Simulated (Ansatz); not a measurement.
Write a Python script for Ansatz 0.2.0 through its Python package that makes an active-space calculation of BH5Se, SMILES [BH3-][SeH2+]. Level of theory (for the species named): Hartree-Fock, def2-SVP basis, multiplicity 1.

```xyz
7

B    -0.5114   -0.3552   -0.4278
Se    1.0436    0.8423   -0.0261
H    -0.9321   -0.8911    0.5288
H    -0.2003   -1.0858   -1.2911
H    -1.4522    0.3702   -0.8391
H     0.3802    1.3612    1.2641
H     1.7335   -0.3095    0.7454
```

The script, `run_cas.py`:
```python
'''Static correlation in BH5Se: natural occupations of an active space.'''

import ansatz as az

GEOMETRY = '''
B    -0.51140   -0.35520   -0.42780
Se    1.04360    0.84230   -0.02610
H    -0.93210   -0.89110    0.52880
H    -0.20030   -1.08580   -1.29110
H    -1.45220    0.37020   -0.83910
H     0.38020    1.36120    1.26410
H     1.73350   -0.30950    0.74540
'''

mol = az.Crystal.molecule()
for line in GEOMETRY.strip().splitlines():
    symbol, *xyz = line.split()
    mol = mol.atom(symbol, [float(v) for v in xyz])

calculation = (
    mol.calculation()
    .basis(gaussian='def2-SVP')
    .correlation(active_electrons=2, active_orbitals=2)
)
for method in [None, 'sc_nevpt2']:
    report = (calculation if method is None else calculation.correlation(method)).run(threads=1).report
    space = report['configurations']
    state = space['states'][0]
    print(method or 'casscf', f'total {report["free_energy_ev"] / 27.211386246:.6f} Ha, active-space state {state["energy"]["hartree"]:.6f} Ha, mean field {report["reference_energy_ev"] / 27.211386246:.6f} Ha')
    print('  determinants', state['n_determinants'], ' natural occupations', [round(n, 3) for n in space['natural_occupations']])
print('effectively unpaired electrons, sum of min(n, 2 - n):', round(sum(min(n, 2 - n) for n in space['natural_occupations']), 3))
```

Output of `python run_cas.py`:
```text
casscf total -2427.071764 Ha, active-space state -2427.071764 Ha, mean field -2427.053090 Ha
  determinants 4  natural occupations [1.964, 0.036]
sc_nevpt2 total -2427.420491 Ha, active-space state -2427.071761 Ha, mean field -2427.053090 Ha
  determinants 4  natural occupations [1.964, 0.036]
effectively unpaired electrons, sum of min(n, 2 - n): 0.071
```

Total energies depend on the basis set; only differences at equal settings carry meaning. The geometry is a force-field or estimated start, not a minimum of this method, and the basis set is short of its limit. The active space starts as a window about the frontier orbitals and is then optimised, not chosen by chemistry. Wall time of the script: 4 s on 1 thread of Arm Neoverse V2, on a shared host, peak memory 0.19 GiB.
